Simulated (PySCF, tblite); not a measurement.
# C₅H₁₀ClFO: a rotation path, then NMR shifts on frames

Aim: move C₅H₁₀ClFO (`CCOC[C@@H](F)CCl`) away from its starting geometry and see how NMR shifts follow the geometry.

Programs: tblite 0.8.0 and PySCF 2.14.0, with density-fitted response routines of our own. Each step states its level of theory. These are calculated values for one molecule in the gas phase, unless marked as measured. Atoms are numbered from 0 throughout.

### 1 The starting structure

18 atoms, charge 0, multiplicity 1; geometry from: GFN2-xTB.

Bonds of the start (Å): C0–C1 1.52, C1–O2 1.41, O2–C3 1.40, C3–C4 1.53, C4–F5 1.38, C4–C6 1.52, C6–Cl7 1.77, C0–H8 1.09, C0–H9 1.09, C0–H10 1.09, C1–H11 1.10, C1–H12 1.10, C3–H13 1.10, C3–H14 1.10, C4–H15 1.10, C6–H16 1.09, C6–H17 1.09.

### 2 The rotation path with GFN2-xTB

Job settings and geometry (Å):

```
{"job": {"kind": "neb", "xc": "GFN2-xTB", "basis": "xTB", "atoms": [2, 3, 4, 6], "turn": 120}, "charge": 0, "multiplicity": 1}
C     -2.565041    -0.407990     0.976793
C     -1.734393    -0.237222    -0.284055
O     -0.424609     0.130709     0.092676
C      0.437056     0.310612    -0.998038
C      1.815639     0.736833    -0.493808
F      1.760732     2.041064    -0.049347
C      2.308518    -0.124151     0.662544
Cl     2.686412    -1.751894     0.075914
H     -2.137314    -1.189003     1.599291
H     -2.571114     0.520390     1.540906
H     -3.584722    -0.676061     0.715577
H     -1.704928    -1.177019    -0.858307
H     -2.169349     0.541896    -0.929729
H      0.051074     1.088335    -1.675006
H      0.544629    -0.625218    -1.568761
H      2.531945     0.730221    -1.325897
H      3.218078     0.300007     1.088324
H      1.528628    -0.205191     1.419265
```

Level: GFN2-xTB climbing-image nudged elastic band, gas phase.

On the command line:

```console
$ OMP_NUM_THREADS=1 python probes_run.py task.json out
```

One launch serves the whole session: the jobs run in the order shown.

What it wrote:

```text
image   E - E0 / eV
  0      -0.0000
  1       0.0244
  2       0.0965
  3       0.1883
  4       0.2182
  5       0.1552
  6       0.0786
  7       0.0319
  8       0.0169
```

It took 3.8 s on 1 thread of Arm Neoverse V1, shared host; peak memory 0.18 GiB.

The final band, with the dihedral O2–C3–C4–C6:

```tsv
image	dihedral (°)	energy (eV)	energy (kcal/mol)
0	47	0.000	0.0
1	62	0.024	0.6
2	79	0.096	2.2
3	101	0.188	4.3
4	125	0.218	5.0
5	149	0.155	3.6
6	169	0.079	1.8
7	185	0.032	0.7
8	200	0.017	0.4
```

### 3 Nuclear shieldings: image 0, PBE0/pcSseg-1

Job settings and geometry (Å):

```
{"job": {"kind": "nmr", "xc": "PBE0", "basis": "pcSseg-1", "pop": false}, "charge": 0, "multiplicity": 1}
C     -2.565000    -0.408000     0.976800
C     -1.734400    -0.237200    -0.284100
O     -0.424600     0.130700     0.092700
C      0.437100     0.310600    -0.998000
C      1.815600     0.736800    -0.493800
F      1.760700     2.041100    -0.049300
C      2.308500    -0.124200     0.662500
Cl     2.686400    -1.751900     0.075900
H     -2.137300    -1.189000     1.599300
H     -2.571100     0.520400     1.540900
H     -3.584700    -0.676100     0.715600
H     -1.704900    -1.177000    -0.858300
H     -2.169300     0.541900    -0.929700
H      0.051100     1.088300    -1.675000
H      0.544600    -0.625200    -1.568800
H      2.531900     0.730200    -1.325900
H      3.218100     0.300000     1.088300
H      1.528600    -0.205200     1.419300
```

With the program's defaults for keys left out, this is: GIAO PBE0/pcSseg-1 NMR shielding, non-relativistic, gas phase.

What it wrote:

```text
coarse grid: 15432 points
cycle   1  E = -831.0278678045  dE =  8.394e-01  |g| = 7.027e-01  |ddm| = 3.541e+00
cycle   2  E = -830.9358903889  dE =  9.198e-02  |g| = 1.029e+00  |ddm| = 1.350e+00
cycle   3  E = -831.1177919288  dE = -1.819e-01  |g| = 8.115e-02  |ddm| = 8.723e-01
cycle   4  E = -831.1188746552  dE = -1.083e-03  |g| = 3.388e-02  |ddm| = 8.164e-02
cycle   5  E = -831.1191133878  dE = -2.387e-04  |g| = 7.066e-03  |ddm| = 2.770e-02
cycle   6  E = -831.1191218097  dE = -8.422e-06  |g| = 3.003e-03  |ddm| = 6.573e-03
final grid: 144320 points
cycle   7  E = -831.1832478583  dE = -4.300e-05  |g| = 1.242e-02  |ddm| = 2.668e-02
cycle   8  E = -831.1832217102  dE =  2.615e-05  |g| = 1.752e-02  |ddm| = 1.765e-02
cycle   9  E = -831.1832756650  dE = -5.395e-05  |g| = 1.465e-03  |ddm| = 1.102e-02
cycle  10  E = -831.1832760958  dE = -4.308e-07  |g| = 2.591e-04  |ddm| = 1.535e-03
cycle  11  E = -831.1832761104  dE = -1.466e-08  |g| = 6.037e-05  |ddm| = 2.804e-04
cycle  12  E = -831.1832761111  dE = -7.130e-10  |g| = 2.200e-05  |ddm| = 7.946e-05
converged SCF energy = -831.1832761111

GIAO shielding tensors (ppm)
atom      isotropic    diamagn.    paramagn.     s11        s22        s33       span
  0 C      169.165     246.386     -77.221    153.587    167.863    186.045     32.458
  1 C      115.664     244.197    -128.533     83.872     96.349    166.770     82.899
  2 O      296.800     400.554    -103.754    257.482    310.234    322.683     65.201
  3 C      113.962     245.876    -131.915     91.105     95.813    154.967     63.862
  4 C       91.110     241.717    -150.607     60.984     74.381    137.965     76.982
  5 F      378.453     473.458     -95.005    333.066    377.884    424.408     91.343
  6 C      142.372     247.322    -104.950    116.178    135.227    175.710     59.531
  7 Cl     906.905    1146.442    -239.537    783.103    851.516   1086.097    302.993
  8 H       30.204      29.658       0.546     26.028     29.181     35.403      9.375
  9 H       30.199      29.370       0.830     26.329     28.605     35.664      9.335
 10 H       30.680      26.868       3.811     26.588     27.605     37.845     11.257
 11 H       28.152      30.458      -2.307     24.135     27.579     32.742      8.608
 12 H       28.070      30.142      -2.072     23.649     27.466     33.097      9.448
 13 H       27.878      30.353      -2.475     23.983     26.701     32.949      8.966
 14 H       27.759      30.717      -2.958     24.338     28.026     30.912      6.574
 15 H       27.050      29.017      -1.967     23.390     28.239     29.520      6.130
 16 H       28.149      27.840       0.309     22.011     27.776     34.660     12.648
 17 H       27.350      30.171      -2.821     23.645     26.294     32.111      8.466
```

Wall time 26 s (1 thread of Arm Neoverse V1, shared host); peak memory 0.86 GiB.

Shifts follow as δ = σ(reference) − σ, with reference shieldings (ppm) from runs at the same level and on the same kind of geometry: ¹H TMS 31.72, ¹³C TMS 186.9, ¹⁹F CFCl3 170.9, ¹⁷O H2O 336.1, ³⁵Cl HCl 950. The references are single molecules in the gas phase, so shifts against H2O, NH3, PH3, H3PO4 or CFCl3 are not on the usual liquid scales and can be off by tens of ppm. Each atom is listed at this fixed geometry, with no averaging over motion; a spectrum would average atoms that exchange fast.

```tsv
atoms	environment	σ (ppm)	δ (ppm)
C4	sp3 CH bonded to F	91.1	95.8
C3	sp3 CH2 bonded to O	114.0	73.0
C1	sp3 CH2 bonded to O	115.7	71.3
C6	sp3 CH2 bonded to Cl	142.4	44.6
C0	methyl carbon	169.2	17.8
H15	hydrogen on an sp3 CH bonded to F	27.05	4.67
H17	hydrogen on an sp3 CH2 bonded to Cl	27.35	4.37
H14	hydrogen on an sp3 CH2 bonded to O	27.76	3.96
H13	hydrogen on an sp3 CH2 bonded to O	27.88	3.84
H12	hydrogen on an sp3 CH2 bonded to O	28.07	3.65
H16	hydrogen on an sp3 CH2 bonded to Cl	28.15	3.57
H11	hydrogen on an sp3 CH2 bonded to O	28.15	3.57
H9	hydrogen on a methyl carbon	30.20	1.52
H8	hydrogen on a methyl carbon	30.20	1.51
H10	hydrogen on a methyl carbon	30.68	1.04
O2	ether oxygen	296.8	39.3
F5	fluorine on an sp3 carbon	378.5	-207.5
Cl7	chlorine bonded to C	907	43
```

### 4 Nuclear shieldings: image 2, PBE0/pcSseg-1

Job settings and geometry (Å):

```
{"job": {"kind": "nmr", "xc": "PBE0", "basis": "pcSseg-1", "pop": false}, "charge": 0, "multiplicity": 1}
C     -2.777000    -0.147600     0.894300
C     -1.780200    -0.320400    -0.240200
O     -0.509800     0.119500     0.192200
C      0.434300     0.164400    -0.842000
C      1.741500     0.768400    -0.315500
F      1.461900     1.836300     0.503800
C      2.587400    -0.224800     0.473700
Cl     3.300800    -1.402300    -0.646300
H     -2.430300    -0.679200     1.774900
H     -2.877100     0.904500     1.144500
H     -3.745900    -0.539300     0.596800
H     -1.721800    -1.377300    -0.545300
H     -2.098900     0.265800    -1.116000
H      0.060200     0.779900    -1.675000
H      0.642800    -0.846100    -1.229900
H      2.320300     1.174900    -1.155800
H      3.405400     0.293500     0.977000
H      1.977600    -0.763800     1.197300
```

Method: GIAO PBE0/pcSseg-1 NMR shielding, non-relativistic, gas phase.

What it wrote:

```text
coarse grid: 15432 points
cycle   1  E = -831.0215255411  dE =  8.361e-01  |g| = 7.038e-01  |ddm| = 3.542e+00
cycle   2  E = -830.9272037548  dE =  9.432e-02  |g| = 1.036e+00  |ddm| = 1.387e+00
cycle   3  E = -831.1122057337  dE = -1.850e-01  |g| = 8.267e-02  |ddm| = 8.956e-01
cycle   4  E = -831.1133433115  dE = -1.138e-03  |g| = 3.352e-02  |ddm| = 8.136e-02
cycle   5  E = -831.1135817673  dE = -2.385e-04  |g| = 6.781e-03  |ddm| = 2.772e-02
cycle   6  E = -831.1135900388  dE = -8.271e-06  |g| = 2.769e-03  |ddm| = 6.228e-03
final grid: 144320 points
cycle   7  E = -831.1785709100  dE = -4.310e-05  |g| = 1.331e-02  |ddm| = 2.677e-02
cycle   8  E = -831.1785404514  dE =  3.046e-05  |g| = 1.884e-02  |ddm| = 1.882e-02
cycle   9  E = -831.1786030425  dE = -6.259e-05  |g| = 1.562e-03  |ddm| = 1.179e-02
cycle  10  E = -831.1786035339  dE = -4.913e-07  |g| = 2.587e-04  |ddm| = 1.609e-03
cycle  11  E = -831.1786035481  dE = -1.427e-08  |g| = 6.341e-05  |ddm| = 2.780e-04
cycle  12  E = -831.1786035489  dE = -7.942e-10  |g| = 2.148e-05  |ddm| = 8.061e-05
converged SCF energy = -831.1786035489

GIAO shielding tensors (ppm)
atom      isotropic    diamagn.    paramagn.     s11        s22        s33       span
  0 C      169.228     246.135     -76.907    153.614    167.972    186.096     32.482
  1 C      115.047     244.520    -129.473     82.434     95.810    166.899     84.465
  2 O      298.426     399.931    -101.505    259.624    311.026    324.628     65.004
  3 C      115.599     246.486    -130.887     89.273     98.375    159.149     69.875
  4 C       93.431     238.712    -145.281     63.490     74.527    142.274     78.784
  5 F      388.369     474.744     -86.375    352.935    377.528    434.643     81.708
  6 C      139.099     246.966    -107.867    112.605    136.103    168.587     55.982
  7 Cl     894.474    1145.523    -251.049    761.388    837.787   1084.248    322.860
  8 H       30.271      29.572       0.699     26.190     29.010     35.614      9.424
  9 H       30.187      29.210       0.977     26.262     28.567     35.730      9.468
 10 H       30.713      26.818       3.895     26.656     27.705     37.777     11.121
 11 H       28.011      30.628      -2.617     23.590     27.664     32.780      9.190
 12 H       28.253      30.561      -2.308     24.077     27.901     32.780      8.702
 13 H       28.028      31.076      -3.047     23.803     27.329     32.953      9.150
 14 H       27.749      30.747      -2.997     23.072     27.569     32.607      9.535
 15 H       27.030      28.773      -1.742     23.673     27.928     29.490      5.817
 16 H       27.978      27.518       0.460     21.875     27.980     34.079     12.203
 17 H       27.858      29.661      -1.803     23.359     27.320     32.894      9.535
```

Wall time 25 s (1 thread of Arm Neoverse V1, shared host); peak memory 0.92 GiB.

In short: δ C4 93.5, C1 71.9, C3 71.3, C6 47.8, H15 4.69, H14 3.97 ppm.

[end of part 1 of 2]
